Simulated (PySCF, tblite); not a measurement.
**C₄H₁₂N₂Si₂: geometry, infrared bands and NMR shifts**

Aim: predict the infrared bands and NMR shifts of C₄H₁₂N₂Si₂ (`C[C@@]([SiH3])(CC#N)[SiH2]N`).

Programs: tblite 0.8.0 and PySCF 2.14.0, with density-fitted response routines of our own. Each step states its level of theory. These are calculated values for one molecule in the gas phase, unless marked as measured. Atoms are numbered from 0 throughout.

## 1. The molecule as given

20 atoms, charge 0, multiplicity 1; geometry from: force field or distance geometry start.

Bonds of the start (Å): C0–C1 1.54, C1–Si2 1.92, C1–C3 1.56, C3–C4 1.48, C4–N5 1.16, C1–Si6 1.94, Si6–N7 1.70, C0–H8 1.09, C0–H9 1.09, C0–H10 1.11, Si2–H11 1.48, Si2–H12 1.48, Si2–H13 1.49, C3–H14 1.11, C3–H15 1.09, Si6–H16 1.47, Si6–H17 1.48, N7–H18 1.01, N7–H19 1.02.

## 2. Geometry optimisation with GFN2-xTB

Job settings and geometry (Å):

```
{"job": {"kind": "relax", "xc": "GFN2-xTB", "basis": "xTB"}, "charge": 0, "multiplicity": 1}
C     -0.529800    -0.071300    -1.567100
C     -0.280700     0.030000    -0.052200
Si    -1.249400     1.466500     0.781200
C     -0.518000    -1.339700     0.645900
C     -1.888100    -1.866800     0.490900
N     -2.972400    -2.266200     0.346800
Si     1.514100     0.658900     0.327400
N      2.640100    -0.471300    -0.263100
H      0.066200    -0.868700    -2.021100
H     -0.293100     0.863100    -2.083900
H     -1.594600    -0.282800    -1.785500
H     -1.011800     1.484400     2.242400
H     -0.896600     2.773500     0.175600
H     -2.700900     1.246600     0.549500
H     -0.307900    -1.277400     1.732900
H      0.176300    -2.094300     0.263800
H      1.820100     1.920900    -0.367800
H      1.764100     0.738100     1.783100
H      3.564100    -0.229400     0.073700
H      2.693300    -0.403300    -1.275700
```

The run is started by

```console
$ OMP_NUM_THREADS=1 python probes_run.py task.json out
```

One launch serves the whole session: the jobs run in the order shown.

**Question.** This job is followed by: GFN2-xTB harmonic vibrations, gas phase; GIAO PBE0/pcSseg-1 NMR shielding, non-relativistic, gas phase. Predict these results of the whole session: strongest single infrared mode (GFN2-xTB); zero-point energy (GFN2-xTB); ¹³C shifts against TMS (PBE0/pcSseg-1); ¹H shifts against TMS (PBE0/pcSseg-1, means over atoms taken as alike); ²⁹Si shifts against TMS (PBE0/pcSseg-1); ¹⁵N shifts against NH3 (PBE0/pcSseg-1); surface potential, 1st and 99th percentile.

**Answer**, as computed:

```
                                                              quantity                                         value
                             strongest single infrared mode (GFN2-xTB)                         2272 cm⁻¹, 564 km/mol
                                          zero-point energy (GFN2-xTB)                                 92.3 kcal/mol
                                ¹³C shifts against TMS (PBE0/pcSseg-1)                    123.3, 23.6, 18.6, 9.4 ppm
¹H shifts against TMS (PBE0/pcSseg-1, means over atoms taken as alike)  4.95, 4.55, 3.90, 2.95, 2.39, 1.38, 0.04 ppm
                               ²⁹Si shifts against TMS (PBE0/pcSseg-1)                              -24.8, -62.9 ppm
                                ¹⁵N shifts against NH3 (PBE0/pcSseg-1)                                304.3, 0.6 ppm
                                 surface potential, 1st and 99th percentile                            -1.86 V and 1.82 V
```

**Reading.** Relaxing lowered the energy by 0.401 eV in 73 steps; the close pair that moved most is C3–C4, from 1.476 to 1.437 Å. No mode is imaginary among the 54: a minimum at this level. GFN2-xTB is a fitted tight-binding method: band positions and strengths are rough. Its intensities can rank the bands wrongly. The most deshielded carbon is C4 (nitrile carbon), at 123.3 ppm: C≡N carbons fall here, among the sp2 signals but without a proton. At PBE0/pcSseg-1: The largest span, 503 ppm, is at N5, where the paramagnetic term is -377 ppm.
